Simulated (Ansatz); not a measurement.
**CH3ClF2Si (SMILES C[Si](F)(F)Cl) at RPA@PBE/def2-SVP**

Aim: the vertical ionisation energy of CH3ClF2Si at RPA@PBE/def2-SVP, from 2 runs. 

The results are computed with Ansatz 0.2.0.

126 further runs of the same task are left out: 126 set aside as unsound or not needed.

## (1) Starting point

CH3ClF2Si has 8 atoms, charge 0, and is taken as a singlet. SMILES: `C[Si](F)(F)Cl`. Geometry: relaxed at PBE0-D4/def2-TZVP.

Bond lengths: C1–Si2 1.832 Å, Si2–F3 1.582 Å, Si2–F4 1.582 Å, Si2–Cl5 2.029 Å, C1–H6 1.092 Å, C1–H7 1.092 Å, C1–H8 1.091 Å. Some angles: C1–Si2–F3 111.0°, C1–Si2–F4 111.0°, C1–Si2–Cl5 112.6°, F3–Si2–F4 106.6°, F3–Si2–Cl5 107.7°, F4–Si2–Cl5 107.8°, Si2–C1–H6 110.1°, Si2–C1–H7 110.4°, Si2–C1–H8 110.4°, H6–C1–H7 108.6°.

## (2) The energy at RPA@PBE/def2-SVP

run.yaml reads:

```yaml
basis:
  gaussian: {orbitals: def2-SVP}
crystal:
  periodic: [false, false, false]
  atoms:
    - {symbol: C, position_ang: [-0.808500, -0.299000, 0.512200]}
    - {symbol: Si, position_ang: [0.690600, 0.151400, -0.439200]}
    - {symbol: F, position_ang: [1.987000, -0.472300, 0.219100]}
    - {symbol: F, position_ang: [0.616200, -0.415600, -1.914200]}
    - {symbol: Cl, position_ang: [0.963100, 2.158500, -0.560900]}
    - {symbol: H, position_ang: [-0.917100, -1.385400, 0.549800]}
    - {symbol: H, position_ang: [-0.740200, 0.080400, 1.533400]}
    - {symbol: H, position_ang: [-1.698800, 0.124800, 0.044100]}
correlation: {method: rpa, frozen_orbitals: {C: 1, Cl: 5, F: 1, H: 0, Si: 5}}
hamiltonian: {xc: {name: PBE}}
accuracy: high
```

On the command line:

```bash
ansatz run run.yaml --threads 1 --pin off --max-ram 3480MiB --events-out events.jsonl --progress --plain --runs-dir runs
```

Output:

```text
Warning: RAYON_NUM_THREADS=1 ignored (pool sized by the plan → 1); use --threads N
Functional definition: PBE
  name "PBE"
  parameter kappa = 0.804
  parameter beta = 0.06672455060314922
  exchange = pbe_x(kappa = kappa, mu = beta*pi^2/3)
  correlation = pbe_c(beta = beta)
1970 factors; integrals over basis functions are off by at most 2.4e-8 eV
mean field evaluation 1: about -26889.2312 eV, gradient 6.4e1 eV
mean field evaluation 2: about -26889.2295 eV, gradient 6.4e1 eV
mean field evaluation 4: about -26897.4182 eV, gradient 1.1e1 eV
mean field evaluation 8: about -26897.6579 eV, gradient 2.1e-1 eV
mean field evaluation 16: about -26897.6580 eV, gradient 5.9e-6 eV
mean field -26897.65800862 eV, -988.4706999293 hartree, gradient 3.1e-8 eV, S^2 0.000000; 0 other end points of the search recorded, 0 dependent functions left out
13 core orbitals not correlated: weight in the atoms' cores, before any rotation towards them, 1.000 or more for the frozen orbitals, at most 0.000 for the correlated occupied ones
reference -26848.22789342 eV, -986.6541767008 hartree; 16, 16 occupied and 64, 64 virtual orbitals, 1970 factors
Total energy: -26879.00507682 eV, -987.7852173290 hartree
```

Run time: 9.3 s. Hardware: 1 thread of Arm Neoverse V2, shared host; peak memory 0.31 GiB.

## (3) The doublet cation at the same level

job.yaml reads:

```yaml
crystal:
  periodic: [false, false, false]
  atoms:
    - {symbol: C, position_ang: [-0.808500, -0.299000, 0.512200]}
    - {symbol: Si, position_ang: [0.690600, 0.151400, -0.439200]}
    - {symbol: F, position_ang: [1.987000, -0.472300, 0.219100]}
    - {symbol: F, position_ang: [0.616200, -0.415600, -1.914200]}
    - {symbol: Cl, position_ang: [0.963100, 2.158500, -0.560900]}
    - {symbol: H, position_ang: [-0.917100, -1.385400, 0.549800]}
    - {symbol: H, position_ang: [-0.740200, 0.080400, 1.533400]}
    - {symbol: H, position_ang: [-1.698800, 0.124800, 0.044100]}
basis:
  gaussian:
    orbitals: def2-SVP
total_charge: 1
magnetization:
  spin_polarized: true
  initial_magnetization: 1
hamiltonian:
  xc: pbe
correlation:
  method: rpa
  frozen_orbitals: {C: 1, Cl: 5, F: 1, H: 0, Si: 5}
accuracy: high
```

On the command line:

```bash
ansatz run job.yaml --threads 1 --pin off --max-ram 3480MiB --events-out events.jsonl --progress --plain --runs-dir runs
```

Output:

```text
Warning: RAYON_NUM_THREADS=1 ignored (pool sized by the plan → 1); use --threads N
Functional definition: PBE
  name "PBE"
  parameter kappa = 0.804
  parameter beta = 0.06672455060314922
  exchange = pbe_x(kappa = kappa, mu = beta*pi^2/3)
  correlation = pbe_c(beta = beta)
1969 factors; integrals over basis functions are off by at most 2.4e-8 eV
mean field evaluation 1: about -26867.4319 eV, gradient 6.8e1 eV
mean field evaluation 2: about -26867.4263 eV, gradient 6.8e1 eV
mean field evaluation 4: about -26879.6632 eV, gradient 3.3e1 eV
mean field evaluation 8: about -26886.1112 eV, gradient 3.5e0 eV
mean field evaluation 16: about -26886.1948 eV, gradient 3.7e-2 eV
mean field evaluation 32: about -26886.1949 eV, gradient 3.5e-7 eV
mean field evaluation 64: about -26886.0256 eV, gradient 2.3e0 eV
mean field evaluation 96: about -26886.0828 eV, gradient 1.8e0 eV
mean field evaluation 128: about -26886.1843 eV, gradient 1.8e-1 eV
mean field evaluation 160: about -26875.4140 eV, gradient 1.1e1 eV
mean field -26886.19486179 eV, -988.0494370533 hartree, gradient 5.7e-8 eV, S^2 0.751907; 12 other end points of the search recorded, 0 dependent functions left out
13 core orbitals not correlated: weight in the atoms' cores, before any rotation towards them, 1.000 or more for the frozen orbitals, at most 0.000 for the correlated occupied ones
reference -26835.69856808 eV, -986.1937324873 hartree; 16, 15 occupied and 64, 65 virtual orbitals, 1969 factors
Total energy: -26867.41990388 eV, -987.3594700762 hartree
```

It took 54 s on 1 thread of Arm Neoverse V2, shared host; peak memory 0.44 GiB.

## (4) Results

At RPA@PBE/def2-SVP, 13 core orbitals frozen:

```
                                           quantity          value
                    singlet CH3ClF2Si: total energy  -987.78522 Eh
singlet CH3ClF2Si: RPA correlation energy (valence)    -1131.0 mEh
                       doublet cation: total energy  -987.35947 Eh
   doublet cation: RPA correlation energy (valence)    -1165.7 mEh
  doublet cation: ⟨S²⟩ of the reference determinant          0.752
 vertical ionisation energy (to the doublet cation)      11.585 eV
```

What this shows: The vertical ionisation energy comes to 11.59 eV (267 kcal/mol).
